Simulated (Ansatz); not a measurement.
# Cs3Pt: energies, forces and stress near the listed structure

Aim: see how energy, forces, stress and gap of Cs3Pt answer to moves of single atoms, further strains and shifts, swapped elements, other functionals. Nothing is relaxed unless a step says so.

Program: Ansatz 0.2.0. Level of theory: DFT PBEsol, scalar-relativistic, plane waves, PAW. These are calculated values, not measurements.

### 1 The structure to begin with

Symmetry: Pm-3m, No. 221, cubic system. The conventional cell has a = 5.778 Å, b = 5.778 Å, c = 5.778 Å, α = 90.00°, β = 90.00°, γ = 90.00°. Cs (site symmetry 4/mmm) has 8 Cs at 4.09 Å and 4 Pt at 4.09 Å as nearest neighbours. Pt (site symmetry m-3m) is surrounded by 12 Cs at 4.09 Å.

As a file:

```
Cs Pt
1.0
     5.77765    0.00000    0.00000
     0.00000    5.77765    0.00000
     0.00000    0.00000    5.77765
Cs Pt
3 1
Direct
  0.00000 0.00000 0.50000
  0.00000 0.50000 0.00000
  0.50000 0.00000 0.00000
  0.50000 0.50000 0.50000
```

The structure comes from the Materials Project (structure only).

### 2 Another functional, on a distorted cell: r2SCAN

What differs from the listed cell: strain xx, yy, zz, yz, xz, xy = -0.2, -0.2, -0.2, +0.0, +0.0, +0.0 %.

The input, input.yaml:

```yaml
crystal:
  lattice:
    - [5.7666176828, 0.0, 0.0]
    - [0.0, 5.7666176828, 0.0]
    - [0.0, 0.0, 5.7666176828]
  atoms:
    - { symbol: Cs, position: [0.0, 0.0, 0.5] }
    - { symbol: Cs, position: [0.0, 0.5, 0.0] }
    - { symbol: Cs, position: [0.5, 0.0, 0.0] }
    - { symbol: Pt, position: [0.5, 0.5, 0.5] }
basis:
  ecutwfc: 500
kpoints:
  mp_grid: { grid: [8, 8, 8] }
hamiltonian:
  xc: r2scan
scf:
  occupations: { method: gaussian, width: 0.1 }
output:
  forces: true
  stress: true
  eigenvalues: true
```

On the command line:

```sh
> ansatz run input.yaml --threads 1 --pin off --max-ram 1331MiB --backend cpu --events-out ev --progress --plain --runs-dir out
```

### 3 A change within a subgroup

The input, input.yaml:

```yaml
crystal:
  lattice:
    - [5.4981879244, 0.0, 0.0]
    - [0.0, 6.0181766944, 0.0]
    - [0.0, 0.0, 6.0181766944]
  atoms:
    - { symbol: Cs, position: [-0.0146863811, 0.0, 0.5] }
    - { symbol: Cs, position: [0.0146863811, 0.5, 0.0] }
    - { symbol: Cs, position: [0.5, 0.0, 0.0] }
    - { symbol: Pt, position: [0.5, 0.5, 0.5] }
basis:
  ecutwfc: 420
kpoints:
  mp_grid: { grid: [8, 6, 6] }
hamiltonian:
  xc: pbesol
scf:
  occupations: { method: gaussian, width: 0.1 }
output:
  forces: true
  stress: true
  eigenvalues: true
```

### 4 One element swapped, cell strained: Pt → Re, first probe

The input, input.yaml:

```yaml
crystal:
  lattice:
    - [5.8797067202, 0.0, 0.0]
    - [0.0, 5.8797067202, 0.0]
    - [0.0, 0.0, 5.8797067202]
  atoms:
    - { symbol: Cs, position: [0.0, 0.0, 0.5] }
    - { symbol: Cs, position: [0.0, 0.5, 0.0] }
    - { symbol: Cs, position: [0.5, 0.0, 0.0] }
    - { symbol: Re, position: [0.5, 0.5, 0.5] }
basis:
  ecutwfc: 420
kpoints:
  mp_grid: { grid: [4, 4, 4] }
hamiltonian:
  xc: pbesol
scf:
  occupations: { method: gaussian, width: 0.1 }
output:
  forces: true
  stress: true
  eigenvalues: true
```

### 5 Substitution of an element, cell strained: Pt → Re

Changes to input.yaml since step 4:

```diff
@@ -13,3 +13,3 @@
 kpoints:
-  mp_grid: { grid: [4, 4, 4] }
+  mp_grid: { grid: [8, 8, 8] }
 hamiltonian:
```

### 6 A single atom displaced

The input, input.yaml:

```yaml
crystal:
  lattice:
    - [5.777653, 0.0, 0.0]
    - [0.0, 5.777653, 0.0]
    - [0.0, 0.0, 5.777653]
  atoms:
    - { symbol: Cs, position: [0.0259620991, 0.0, 0.5] }
    - { symbol: Cs, position: [0.0, 0.5, 0.0] }
    - { symbol: Cs, position: [0.5, 0.0, 0.0] }
    - { symbol: Pt, position: [0.5, 0.5, 0.5] }
basis:
  ecutwfc: 420
kpoints:
  mp_grid: { grid: [6, 6, 6] }
hamiltonian:
  xc: pbesol
scf:
  occupations: { method: gaussian, width: 0.1 }
output:
  forces: true
  stress: true
  eigenvalues: true
```

### 7 A distortion of lower symmetry

The input, input.yaml:

```yaml
crystal:
  lattice:
    - [5.7108055548, -0.1850004491, 0.1271661425]
    - [-0.1850004491, 5.7108055548, 0.1271661425]
    - [0.1271661425, 0.1271661425, 5.3641463748]
  atoms:
    - { symbol: Cs, position: [0.0184028395, -0.0184028395, 0.5] }
    - { symbol: Cs, position: [-0.0031636295, 0.4994324395, -0.0005377134] }
    - { symbol: Cs, position: [0.5005675605, 0.0031636295, 0.0005377134] }
    - { symbol: Pt, position: [0.4841932296, 0.5158067704, 0.5] }
basis:
  ecutwfc: 420
kpoints:
  mp_grid: { grid: [6, 6, 8] }
hamiltonian:
  xc: pbesol
scf:
  occupations: { method: gaussian, width: 0.1 }
output:
  forces: true
  stress: true
  eigenvalues: true
  populations: true
```

### 8 Another functional, on a distorted cell: LDA

The input, input.yaml:

```yaml
crystal:
  lattice:
    - [6.0524381767, 0.0, 0.0]
    - [0.0, 6.0524381767, 0.0]
    - [0.0, 0.0, 6.0524381767]
  atoms:
    - { symbol: Cs, position: [0.0, 0.0, 0.5] }
    - { symbol: Cs, position: [0.0, 0.5, 0.0] }
    - { symbol: Cs, position: [0.5, 0.0, 0.0] }
    - { symbol: Pt, position: [0.5, 0.5, 0.5] }
basis:
  ecutwfc: 420
kpoints:
  mp_grid: { grid: [8, 8, 8] }
hamiltonian:
  xc: lda
scf:
  occupations: { method: gaussian, width: 0.1 }
output:
  forces: true
  stress: true
  eigenvalues: true
```

Before running it: what results should come out? Wanted: for each run, case; energy; pressure; largest force.

As calculated:

| step | case | energy (meV/atom) | pressure (GPa) | largest force (eV/Å) | gap on the mesh (eV) |
| --- | --- | --- | --- | --- | --- |
| 2 | another functional, on a distorted cell: r2SCAN | n/a | -0.8 | 0.00 | 0.00 |
| 3 | a change within a subgroup | +0.0 | -1.5 | 0.02 | 0.00 |
| 5 | substitution of an element, cell strained: Pt → Re | n/a | -1.8 | 0.00 | 0.00 |
| 6 | a single atom displaced | -26.4* | -1.4 | 0.10 | 0.00 |
| 7 | a distortion of lower symmetry | -48.0* | -0.8 | 0.08 | 0.00 |
| 8 | another functional, on a distorted cell: LDA | n/a | -2.5 | 0.00 | 0.00 |

Energies are counted from step 3, with the smearing taken to zero; a star marks another k mesh, which can shift energies by itself, so starred rows don't rank against the others. Other atoms or functionals have another zero of energy (n/a). A gap of 0.00 means none on the mesh at this level.

In words: Among the distorted cells of the listed formula and level the largest force, 0.10 eV/Å, acts on Cs3 in step 6. The distorted cells of the listed formula and level show no gap on the mesh. The runs treat Pt, Re without spin-orbit coupling.
